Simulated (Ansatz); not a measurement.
## FH₂SeSi, SMILES F[SiH][SeH]: vertical and adiabatic energies of changing the electron count, step by step

With the Ansatz DFT code, driven from Python.

Run as a notebook:

In [1]:
```python
from dataclasses import dataclass

import ansatz as az
import numpy as np


@dataclass(frozen=True)
class RunConfig:
    basis: str = "def2-SVP"
    xc: str = "pbe"
    net_charge: int = 1
```

In [2]:
```python
cfg = RunConfig()
```

In [3]:
```python
system = (
    az.Crystal.molecule()
    .atom("F", (-0.6291, -1.5474, 1.3965))
    .atom("Si", (-0.6757, -0.2264, 0.2848))
    .atom("Se", (1.3781, 0.7035, 0.1933))
    .atom("H", (-0.9622, -0.7114, -1.0524))
    .atom("H", (0.9388, 1.708, -0.8636))
)

job = (
    system.calculation()
    .basis(gaussian=cfg.basis)
    .functional(cfg.xc)
    .spin("collinear", total=1)
)
symbols = [site.symbol for site in system.cartesian_sites]
start = np.array([site.position_ang for site in system.cartesian_sites], dtype=float)
data = job.relax(force_tolerance=0.01).run(threads=1, backend="cpu").report
end = np.array(data["positions_ang"])
```

In [4]:
```python
minimum = az.Crystal.molecule()
for symbol, place in zip(symbols, end):
    minimum = minimum.atom(symbol, place.tolist())
ion = (
    minimum.calculation()
    .basis(gaussian=cfg.basis)
    .functional(cfg.xc)
    .charge(cfg.net_charge)
)
vertical = ion.run(threads=1, backend="cpu").report
settled = ion.relax(force_tolerance=0.01, max_steps=80).run(threads=1, backend="cpu").report
print(f"vertical ionisation energy   {vertical['free_energy_ev'] - data['free_energy_ev']:.3f} eV")
print(f"adiabatic, no zero point     {settled['free_energy_ev'] - data['free_energy_ev']:.3f} eV")
print(f"relaxation energy of the ion {vertical['free_energy_ev'] - settled['free_energy_ev']:.3f} eV")
ionised = np.array(settled["positions_ang"])
print("final positions (A) and the move of each atom")
for symbol, xyz, old in zip(symbols, ionised, end):
    print(f"{symbol:2s} {xyz[0]:10.5f} {xyz[1]:10.5f} {xyz[2]:10.5f}   {np.linalg.norm(xyz - old):7.4f}")
```
```text
vertical ionisation energy   8.205 eV
adiabatic, no zero point     7.312 eV
relaxation energy of the ion 0.893 eV
final positions (A) and the move of each atom
F    -0.63200   -1.47569    1.34038    0.0519
Si   -0.34739   -0.45679    0.14635    0.4470
Se    1.29309    0.95505    0.42769    0.3226
H    -1.25250   -0.60269   -1.02576    0.2834
H     0.98870    1.50641   -0.93007    0.2111
```

What to keep in mind:
- The settings weren't tested for convergence.
- The energies are electronic: no zero-point or thermal terms, and the basis set is short of its limit. The product may relax into another structure. Each relaxation finds its nearest minimum, which needn't be the lowest.
- The run takes the species as open-shell (spin multiplicity 2), which needn't be its ground state.
- Only the spin states typed were run; another state of an ion can lie lower, by up to an eV or two.
- It ran for 58 s on 1 thread of Arm Neoverse V2, on a shared host, peak memory 0.22 GiB.
